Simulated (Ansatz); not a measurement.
**GaSb3: a tetragonal deformation path**

The task here is to estimate one member of a computed series from the others.

Program: Ansatz 0.2.0. Level of theory: DFT PBEsol+D3(BJ), scalar-relativistic, plane waves, PAW. These are calculated values, not measurements.

## The starting structure

The structure is cubic, space group Fm-3m (No. 225). The conventional cell has a = 7.171 Å, b = 7.171 Å, c = 7.171 Å, α = 90.00°, β = 90.00°, γ = 90.00°. Ga (site symmetry m-3m) has 8 Sb at 3.11 Å as nearest neighbours. Sb (site symmetry -43m) has 4 Ga at 3.11 Å and 4 Sb at 3.11 Å as nearest neighbours. Sb (site symmetry m-3m) is surrounded by 8 Sb at 3.11 Å.

Structure file:

```xyz
4
Lattice="0.0000 3.5855 3.5855 3.5855 0.0000 3.5855 3.5855 3.5855 0.0000" Properties=species:S:1:pos:R:3 pbc="T T T"
Ga    0.0000    0.0000    0.0000
Sb    1.7928    1.7928    1.7928
Sb    5.3783    5.3783    5.3783
Sb    3.5855    3.5855    3.5855
```

It goes back to an entry of the Materials Project, which need not be the stable form.

This cell was relaxed beforehand with the same method: volume 23.05 Å³/atom, gap on the mesh none (metal).

Set-up of the first run:

File input.yaml:

```yaml
crystal:
  lattice:
    - [0.0, 3.5855047185, 3.5855047185]
    - [3.5855047185, 0.0, 3.5855047185]
    - [3.5855047185, 3.5855047185, 0.0]
  atoms:
    - { symbol: Ga, position: [0.0, 0.0, 0.0] }
    - { symbol: Sb, position: [0.25, 0.25, 0.25] }
    - { symbol: Sb, position: [0.75, 0.75, 0.75] }
    - { symbol: Sb, position: [0.5, 0.5, 0.5] }
basis:
  ecutwfc: 420
kpoints:
  mp_grid: { grid: [14, 14, 14] }
hamiltonian:
  xc: pbesol
  dispersion: d3bj
scf:
  occupations: { method: gaussian, width: 0.15 }
output:
  forces: true
  stress: true
  eigenvalues: true
  write_density: true
  write_potential: true
  elf: true
  volumetric_format: npy
```

Run with:

```
> ansatz run input.yaml --threads 1 --pin off --max-ram 2560MiB --backend cpu --events-out ev --progress --plain --runs-dir out
```

Among the steps run: Zero of the scan; Point ρ = 0.707; Point ρ = 1.414; At ρ = 0.850; At ρ = 1.200; ρ = 0.780; ρ = 1.300.

One table of the session follows, with a row left open; its other results are not shown here.

Collected from the runs (energy zero: the undisturbed cell):

```
    ρ  ΔE (meV/atom)  pressure (GPa)
0.707          112.1             4.9
0.780           33.0             2.5
0.850           11.1             1.2
1.000            0.0             0.4
1.200           32.0             1.3
1.300              ?               ?
1.414           45.7             1.7
```

**Question.** Estimate the row for ρ = 1.300.

Worked estimate for «ΔE (meV/atom)». A straight line through the neighbours (1.200, 32.0) and (1.414, 45.7) gives 32.0 + (45.7 − 32.0) × (1.300 − 1.200) / (1.414 − 1.200) = 38.4; a parabola fitted to 3 rows on both sides gives 41.0.

As computed: ΔE (meV/atom): 39.7; pressure (GPa): 1.6. In «ΔE (meV/atom)» the line misses by -1.3 and the parabola by +1.3.
